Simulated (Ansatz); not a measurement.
This script for a ladder of basis sets of CdO (charge +1) with the Ansatz DFT code, driven from Python holds a mistake.

The script, `basis_cdo.py`:
```python
# -*- coding: utf-8 -*-
import ansatz as az

params = {
    'xc': 'B3LYP',
    'charge': 1,
}


def main():
    system = (
        az.Crystal.molecule()
        .atom('Cd', [0.0, 0.0, 0.0])
        .atom('O', [0.0, 0.0, 2.1])
    )

    setup = (
        system.calculation()
        .functional(params['xc'])
        .charge(params['charge'])
        .spin('collinear', total=1)
    )

    energies = {}
    for basis in ['def2-SVP', 'def2-SVPD', 'def2-TZVP', 'def2-TZVPP']:
        rep = setup.basis(gaussian=basis).run(threads=1, pin='off').report()
        size = rep['n_frozen'] + rep['n_occupied'][0] + rep['n_virtual'][0]
        energies[basis] = (rep['reference_energy_ev'] / 27.211386246, rep['free_energy_ev'] / 27.211386246)
        print(f'{basis:14s} {size:4d} orbitals  reference {energies[basis][0]:14.6f} Ha  total {energies[basis][1]:14.6f} Ha')

    last = energies['def2-TZVPP'][1]
    for basis, (_, total) in energies.items():
        print(f'{basis:14s} lies {27.211386 * (total - last):9.4f} eV above def2-TZVPP')


if __name__ == '__main__':
    main()
```

```console
$ python basis_cdo.py
Traceback (most recent call last):
  File "basis_cdo.py", line 37, in <module>
    main()
    ~~~~^^
  File "basis_cdo.py", line 26, in main
    rep = setup.basis(gaussian=basis).run(threads=1, pin='off').report()
TypeError: 'dict' object is not callable
```

What is wrong, and how is it mended?

The fault: report is a dict, not a method. The correction:

```diff
--- before
+++ after
@@ -25,3 +25,3 @@
     for basis in ['def2-SVP', 'def2-SVPD', 'def2-TZVP', 'def2-TZVPP']:
-        rep = setup.basis(gaussian=basis).run(threads=1, pin='off').report()
+        rep = setup.basis(gaussian=basis).run(threads=1, pin='off').report
         size = rep['n_frozen'] + rep['n_occupied'][0] + rep['n_virtual'][0]
```

After the fix:

Output of `python basis_cdo.py`:
```text
def2-SVP         45 orbitals  reference    -242.512147 Ha  total    -242.512147 Ha
def2-SVPD        57 orbitals  reference    -242.518395 Ha  total    -242.518395 Ha
def2-TZVP        71 orbitals  reference    -242.646118 Ha  total    -242.646118 Ha
def2-TZVPP       87 orbitals  reference    -242.647334 Ha  total    -242.647334 Ha
def2-SVP       lies    3.6786 eV above def2-TZVPP
def2-SVPD      lies    3.5086 eV above def2-TZVPP
def2-TZVP      lies    0.0331 eV above def2-TZVPP
def2-TZVPP     lies    0.0000 eV above def2-TZVPP
```

The drop along the ladder measures the basis error, and is no property of the molecule. The geometry is a force-field or estimated start, not a minimum of this method, and the last set is no limit. Much of the fall in a total is atomic energy, which cancels in bond and reaction energies. def2 sets replace the cores of elements past krypton by effective core potentials. The species is open-shell (spin multiplicity 2). The expectation value of S² is noticeably off S(S+1) in at least one run, so that state is spin-contaminated. b3lyp holds the VWN-RPA fit, as in Gaussian; the form of ORCA and Turbomole is b3lyp5. The spin state was assumed, and another may lie lower. It ran for 25 s on 1 thread of Arm Neoverse V2, on a shared host, peak memory 0.22 GiB.
